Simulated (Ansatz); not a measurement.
**CH₅AlBClS: basis-set convergence**

The task here is to estimate one member of a computed series from the others.

Method: one geometry, several basis sets; program: Ansatz 0.2.0, Gaussian basis.

Plan: PBE0-D4/def2-SVP; ωB97M-V/def2-SVP; PBE0-D4/def2-QZVPP; ωB97M-V/def2-QZVPP; the functionals' def2-TZVPP values are taken from earlier runs.

### The geometry

The geometry comes from an earlier relaxation with PBE0-D4 in a triple-zeta def2 set; it is a stationary point, not always the lowest conformer.

SMILES `[CH3][Al]([Cl])[BH]S`, 10 atoms, charge 0, spin multiplicity 1.

Atoms are counted from 1 here; the program's logs count them from 0.

Bond lengths: C1–Al2 1.948 Å, C1–H6 1.092 Å, C1–H7 1.094 Å, C1–H8 1.096 Å, Al2–Cl3 2.113 Å, Al2–B4 2.118 Å, B4–S5 1.765 Å, B4–H9 1.195 Å, S5–H10 1.347 Å. Angles: Al2–C1–H6 111.7°, Al2–C1–H7 112.3°, Al2–C1–H8 110.4°, H6–C1–H7 108.2°, H6–C1–H8 107.1°, H7–C1–H8 106.9°, C1–Al2–Cl3 117.0°, C1–Al2–B4 123.5°, Cl3–Al2–B4 119.5°, Al2–B4–S5 120.6°, Al2–B4–H9 127.3°, S5–B4–H9 112.0°, B4–S5–H10 101.2°.

The first run:

in.yaml

```yaml
crystal:
  periodic: [false, false, false]
  atoms:
    - {symbol: C, position_ang: [-0.223909, -1.504655, -0.675060]}
    - {symbol: Al, position_ang: [0.414275, -0.374337, 0.777225]}
    - {symbol: Cl, position_ang: [1.464952, -1.326410, 2.343450]}
    - {symbol: B, position_ang: [0.160330, 1.727937, 0.819921]}
    - {symbol: S, position_ang: [-0.452867, 2.588758, -0.593547]}
    - {symbol: H, position_ang: [-0.291878, -2.551643, -0.371058]}
    - {symbol: H, position_ang: [-1.204916, -1.191291, -1.044946]}
    - {symbol: H, position_ang: [0.466296, -1.459166, -1.525424]}
    - {symbol: H, position_ang: [0.399117, 2.468784, 1.726945]}
    - {symbol: H, position_ang: [-0.648399, 1.570923, -1.454407]}
basis:
  gaussian: {orbitals: def2-SVP}
hamiltonian: {xc: pbe0, dispersion: d4}
output: {orbitals: {seedname: orbitals}}
```

Command:

```sh
$ ansatz run in.yaml --threads 4 --pin off --events-out ev --progress --plain --max-ram 10444MiB
```

Steps of the session up to this table: PBE0-D4 in def2-SVP; ωB97M-V in def2-SVP; PBE0-D4 in def2-QZVPP; ωB97M-V in def2-QZVPP.

One table of the session follows, with a row left open; its other results are not shown here.

It belongs to the step «Functionals by basis». 

| functional | basis | HOMO (eV) | LUMO (eV) |
| --- | --- | --- | --- |
| PBE0-D4 | def2-SVP | -7.35 | -2.34 |
| PBE0-D4 | def2-TZVPP | -7.41 | -2.45 |
| PBE0-D4 | def2-QZVPP | -7.43 | -2.48 |
| ωB97M-V | def2-SVP | -9.41 | -0.41 |
| ωB97M-V | def2-TZVPP | -9.50 | -0.58 |
| ωB97M-V | def2-QZVPP | ? | ? |

Estimate the missing values for ωB97M-V, def2-QZVPP.

As computed: HOMO (eV): -9.53; LUMO (eV): -0.64. In the column «HOMO (eV)» it is the lowest.
